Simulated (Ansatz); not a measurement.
A run of Ansatz 0.2.0:

Contents of input.yaml:

```yaml
crystal:
  lattice:
    - [0.0, 2.85243, 2.85243]
    - [2.85243, 0.0, 2.85243]
    - [2.85243, 2.85243, 0.0]
  atoms:
    - { symbol: Pt, position: [0.25, 0.25, 0.25] }
    - { symbol: Pt, position: [0.75, 0.75, 0.75] }
    - { symbol: F, position: [0.0, 0.0, 0.0] }
hamiltonian:
  xc:
    exchange: pbe
    correlation: pbe
    exx: { coeff: 0.25, omega: 0.15 }
  pseudopotentials: { kind: paw }
kpoints:
  mp_grid: { grid: [4, 4, 4] }
scf:
  occupations: { method: fermi_dirac, width: 0.05 }
output:
  forces: true
  stress: true
  eigenvalues: true
```

Potentials or basis: Ansatz PAW.

The run is started by

```sh
$ ansatz run input.yaml --threads 2 --pin off --max-ram 5632MiB --backend cpu --events-out ev --progress --plain --runs-dir out
```

Hardware: 2 threads of Arm Neoverse V1 (shared host).

**Question.** How long does it take, and how much memory?

**Answer.** It took 10 s on 2 threads of Arm Neoverse V1, with other jobs on the host, peak memory 0.67 GiB. Counts: scf iterations 23, plane waves 893, k points 8, bands 26.
